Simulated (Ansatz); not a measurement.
# F3HHfSe: one species, many methods

An exercise on one series of results from a longer session: the logs are not shown, and one member is left open.

Computed with Ansatz 0.2.0, Gaussian basis. Level: functionals in def2-TZVPP, the program's frozen cores in correlated methods.

Levels to be run: LDA (SPW92), PBE-D4, revPBE-D4, BLYP-D4, r2SCAN-D4, B97M-V, PBE0-D4, B3LYP-D4, r2SCANh-D4, r2SCAN0-D4, HSE06-D4, BHLYP-D4, CAM-B3LYP-D4, LC-ωPBE, ωB97X-V, ωB97M-V, B2PLYP, PBE-QIDH; CCSD(T)/def2-SVP; CCSD(T)/def2-TZVPP; MP2/def2-QZVPP; extrapolation to the limit; RPA on PBE.

## Structure used throughout

An earlier PBE0-D4 in a triple-zeta def2 set relaxation fixed the geometry. Hf takes the def2 core potential; no spin-orbit term is included.

SMILES `[F][Hf]([F])([F])[SeH]`, 6 atoms, charge 0, spin multiplicity 1.

Atoms are counted from 1 here; the program's logs count them from 0.

Bond lengths: F1–Hf2 1.894 Å, Hf2–F3 1.890 Å, Hf2–F4 1.894 Å, Hf2–Se5 2.578 Å, Se5–H6 1.474 Å. Angles: F1–Hf2–F3 111.1°, F1–Hf2–F4 107.5°, F1–Hf2–Se5 110.1°, F3–Hf2–F4 111.2°, F3–Hf2–Se5 106.9°, F4–Hf2–Se5 110.1°, Hf2–Se5–H6 88.3°.

Set-up of the first run:

Input file in.yaml:

```yaml
crystal:
  periodic: [false, false, false]
  atoms:
    - {symbol: F, position_ang: [-0.806586, -1.369732, 1.296832]}
    - {symbol: Hf, position_ang: [0.322375, -0.500380, 0.049301]}
    - {symbol: F, position_ang: [2.143708, -0.779863, 0.471131]}
    - {symbol: F, position_ang: [-0.094853, -1.181914, -1.667648]}
    - {symbol: Se, position_ang: [-0.081318, 2.044838, 0.112318]}
    - {symbol: H, position_ang: [-1.483315, 1.787061, -0.261934]}
basis:
  gaussian: {orbitals: def2-TZVPP}
hamiltonian: {xc: lda}
output: {orbitals: {seedname: orbitals}}
```

Command:

```console
$ ansatz run in.yaml --threads 4 --pin off --events-out ev --progress --plain --max-ram 10444MiB
```

Steps of the session up to this table: LDA; PBE-D4 (GGA); revPBE-D4 (GGA); BLYP-D4 (GGA); r2SCAN-D4 (meta-GGA); B97M-V (meta-GGA); B3LYP-D4 (hybrid); r2SCANh-D4 (hybrid); r2SCAN0-D4 (hybrid); HSE06-D4 (hybrid); BHLYP-D4 (hybrid); CAM-B3LYP-D4 (range-separated); LC-ωPBE (range-separated); ωB97X-V (range-separated); ωB97M-V (range-separated); B2PLYP (double hybrid); PBE-QIDH (double hybrid).

One of the session's tables, all rows but one given; the rest of the session is left out.

It belongs to the step «Frontier levels by functional». 

```
  functional  HOMO (eV)  LUMO (eV)  gap (eV)
 LDA (SPW92)          ?          ?         ?
      PBE-D4      -6.55      -2.34      4.21
   revPBE-D4      -6.48      -2.23      4.25
     BLYP-D4      -6.38      -2.24      4.14
   r2SCAN-D4      -6.85      -2.14      4.71
      B97M-V      -6.86      -2.13      4.73
     PBE0-D4      -7.72      -1.50      6.23
    B3LYP-D4      -7.48      -1.74      5.74
  r2SCANh-D4      -7.28      -1.83      5.44
  r2SCAN0-D4      -7.92      -1.37      6.55
    HSE06-D4      -7.33      -1.88      5.45
    BHLYP-D4      -8.72      -0.55      8.17
CAM-B3LYP-D4      -8.97      -0.39      8.58
     LC-ωPBE     -10.29       0.87     11.17
     ωB97X-V      -9.96       0.74     10.70
     ωB97M-V      -9.82       0.43     10.25
```

Q: Estimate the row for LDA (SPW92) from the others.

**Answer.** HOMO (eV): -6.75; LUMO (eV): -2.64; gap (eV): 4.12. In the column «HOMO (eV)» it lies between r2SCAN-D4 (-6.85) and PBE-D4 (-6.55).
